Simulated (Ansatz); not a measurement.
# Hf4N2O: the cost of one run

Program: Ansatz 0.2.0. Level of theory: DFT PBE, scalar-relativistic, plane waves, PAW, unless a step names another level. These are calculated values, not measurements.

11 further runs of the same task are left out: 2 that didn't finish, 9 set aside as unsound or not needed. Runs told in other sessions of the task aren't counted.

## (1) Plan

Pauling electronegativities: Hf 1.30, N 3.04, O 3.44 (spread 2.14). No set of common oxidation states balances it. Tabulated atomic sizes suggest about 15 Å³/atom. 23 candidates were drawn, by swapping species into database cells of other compounds, at random by space group and Wyckoff sites, or by hand, as the table says:

| name | made from | space group no. | Wyckoff sites | atoms (primitive cell) | V (Å³/atom) |
| --- | --- | --- | --- | --- | --- |
| c01 | database cell of La2CoSb4 | 115 | Hf 2g, 1c, 1d; N 2g; O 1b | 7 | 15.6 |
| c02 | database cell of ErV2Ga4 | 139 | Hf 8h; N 4d; O 2a | 7 | 13.9 |
| c03 | database cell of CeRe4Si2 | 65 | Hf 4j, 4i; N 4j; O 2a | 7 | 14.2 |
| c04 | built by hand: vacancy-ordered rocksalt, D022-like anion order | 139 | Hf 4e, 4c; N 4d; O 2a | 7 | 14.7 |
| c05 | database cell of Sm2CuO4 | 139 | Hf 4d, 4c; N 4e; O 2a | 7 | 13.6 |
| c06 | database cell of SrIn2Te4 | 87 | Hf 8h; N 4d; O 2b | 7 | 19.8 |
| c07 | database cell of Dy2B4C | 71 | Hf 4g, 4h; N 4i; O 2b | 7 | 13.2 |
| c08 | database cell of Li2MgBr4 | 65 | Hf 4h, 4i; N 4f; O 2a | 7 | 14.4 |
| c09 | database cell of La2CuO4 | 69 | Hf 8e, 8i; N 8i; O 4a | 7 | 13.3 |
| c10 | built by hand: hcp Hf with ordered interstitial layers (stuffed anti-CdI2) | 164 | Hf 2d, 2d; N 2c; O 1a | 7 | 14.7 |
| c11 | built by hand: vacancy-ordered rocksalt, tetragonal single cell | 123 | Hf 1a, 1c, 2e; N 2f; O 1b | 7 | 14.7 |
| c12 | database cell of Nd2ZnSb4 | 115 | Hf 2g, 1b, 1a; N 2g; O 1c | 7 | 15.6 |
| c13 | built by hand: vacancy-ordered rocksalt, layered along 111 | 166 | Hf 6c, 6c; N 6c; O 3a | 7 | 14.7 |
| c14 | database cell of K2CuF4 | 65 | Hf 2b, 2d, 4i; N 4j; O 2a | 7 | 12.6 |
| c15 | database cell of BaNi2P4 | 139 | Hf 8j; N 4d; O 2a | 7 | 13.8 |
| c16 | database cell of K4HgP2 | 166 | Hf 6c, 6c; N 6c; O 3a | 7 | 18.3 |
| c17 | built by hand: zeta-Hf4N3 (V4C3-type), O/N ordered | 166 | Hf 6c, 6c; N 6c; O 3a | 7 | 14.7 |
| c18 | database cell of CdIn2Se4 | 111 | Hf 4n; N 2f; O 1a | 7 | 16.9 |
| c19 | database cell of Cs2PtCl4 | 123 | Hf 4j; N 2e; O 1a | 7 | 17.2 |
| c20 | database cell of CaIn2Te4 | 97 | Hf 8j; N 4c; O 2b | 7 | 17.7 |
| c21 | database cell of LiMg4Si2 | 123 | Hf 4i; N 1a, 1d; O 1c | 7 | 19.1 |
| c22 | database cell of BaIn2Te4 | 97 | Hf 8j; N 4c; O 2a | 7 | 18.6 |
| c23 | database cell of La2NiO4 | 139 | Hf 4c, 4e; N 4e; O 2a | 7 | 13.6 |

## (2) Screening run of c10

input.yaml

```yaml
crystal:
  lattice:
    - [3.28, 0.0, 0.0]
    - [-1.64, 2.84056332, 0.0]
    - [0.0, 0.0, 11.05]
  atoms:
    - { symbol: Hf, position: [0.66666667, 0.33333333, 0.875] }
    - { symbol: Hf, position: [0.66666667, 0.33333333, 0.375] }
    - { symbol: Hf, position: [0.33333333, 0.66666667, 0.125] }
    - { symbol: Hf, position: [0.33333333, 0.66666667, 0.625] }
    - { symbol: "N", position: [0.0, 0.0, 0.75] }
    - { symbol: "N", position: [0.0, 0.0, 0.25] }
    - { symbol: O, position: [0.0, 0.0, 0.0] }
basis:
  ecutwfc: 420
kpoints:
  mp_grid: { grid: [6, 6, 2] }
hamiltonian:
  xc: pbe
scf:
  occupations: { method: gaussian, width: 0.2 }
  lower_state_search: "off"
output:
  forces: true
  stress: true
  eigenvalues: true
relax:
  adjacent_minimum: "off"
  f_tol: 0.08
  max_steps: 16
  cell: { stress_tol: 0.8 }
```

The run is started by

```
ansatz run input.yaml --threads 1 --pin off --max-ram 2560MiB --backend cpu --events-out ev --progress --plain --runs-dir out
```

**Question.** How long does this run take on 1 thread of Arm Neoverse V1, shared host, and how much memory does it need?

About 53 s, with a peak of 0.42 GiB.
